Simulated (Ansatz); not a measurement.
**CH6ClGeNO: small, medium and large basis sets**

How large a basis does CH6ClGeNO need? Two functionals are run in growing sets.

Program: Ansatz 0.2.0, Gaussian basis. Level of theory: one geometry, several basis sets. These are calculated values, not measurements.

The runs, in order: PBE0-D4/def2-SVP; ωB97M-V/def2-SVP; PBE0-D4/def2-QZVPP; ωB97M-V/def2-QZVPP; the functionals' def2-TZVPP values are taken from earlier runs.

## Step 1: The geometry

All runs share one geometry, relaxed beforehand with PBE0-D4 in a triple-zeta def2 set.

SMILES `C[O][GeH]([NH2])[Cl]`, 11 atoms, charge 0, spin multiplicity 1.

Atoms are counted from 1 here; the program's logs count them from 0.

Bond lengths: C1–O2 1.413 Å, C1–H6 1.092 Å, C1–H7 1.097 Å, C1–H8 1.096 Å, O2–Ge3 1.762 Å, Ge3–N4 1.816 Å, Ge3–Cl5 2.149 Å, Ge3–H9 1.533 Å, N4–H10 1.011 Å, N4–H11 1.010 Å. Angles: O2–C1–H6 107.5°, O2–C1–H7 111.9°, O2–C1–H8 112.1°, H6–C1–H7 108.1°, H6–C1–H8 108.6°, H7–C1–H8 108.5°, C1–O2–Ge3 118.3°, O2–Ge3–N4 107.9°, O2–Ge3–Cl5 102.5°, O2–Ge3–H9 113.4°, N4–Ge3–Cl5 114.1°, N4–Ge3–H9 109.7°, Cl5–Ge3–H9 109.1°, Ge3–N4–H10 114.8°, Ge3–N4–H11 115.1°, H10–N4–H11 109.3°.

## Step 2: PBE0-D4 in def2-SVP

The input, in.yaml:

```yaml
crystal:
  periodic: [false, false, false]
  atoms:
    - {symbol: C, position_ang: [-0.841920, 0.750753, 1.401822]}
    - {symbol: O, position_ang: [-0.697721, 0.988428, 0.016332]}
    - {symbol: Ge, position_ang: [0.637536, 0.210425, -0.830066]}
    - {symbol: N, position_ang: [0.420762, -1.586233, -0.684607]}
    - {symbol: Cl, position_ang: [0.421089, 0.960373, -2.831963]}
    - {symbol: H, position_ang: [-1.755712, 1.251545, 1.727505]}
    - {symbol: H, position_ang: [-0.003084, 1.162888, 1.976966]}
    - {symbol: H, position_ang: [-0.927671, -0.317355, 1.629716]}
    - {symbol: H, position_ang: [2.015773, 0.609605, -0.290260]}
    - {symbol: H, position_ang: [-0.417859, -1.948542, -1.117319]}
    - {symbol: H, position_ang: [1.214109, -2.138988, -0.977526]}
basis:
  gaussian: {orbitals: def2-SVP}
hamiltonian: {xc: pbe0, dispersion: d4}
output: {orbitals: {seedname: orbitals}}
```

Started as:

```bash
> ansatz run in.yaml --threads 2 --pin off --events-out ev --progress --plain --max-ram 31744MiB --backend cpu
```

After this run come: ωB97M-V in def2-SVP; PBE0-D4 in def2-QZVPP; ωB97M-V in def2-QZVPP.

**Question.** What will the summary of the whole plan be? Wanted: PBE0-D4: double and triple zeta above quadruple; ωB97M-V: double and triple zeta above quadruple.

**Answer**, as computed:

| quantity | value |
| --- | --- |
| PBE0-D4: double and triple zeta above quadruple | 18.98, 1.88 eV |
| ωB97M-V: double and triple zeta above quadruple | 19.05, 1.82 eV |

PBE0-D4 gains 17.11 eV from double to triple zeta, then 1.88 eV more. Total energies overstate the basis error of differences, where much of it tends to cancel. The LUMO of ωB97M-V is positive and keeps falling with the basis (2.69 to 1.55 eV): an unbound level that the basis holds in place.
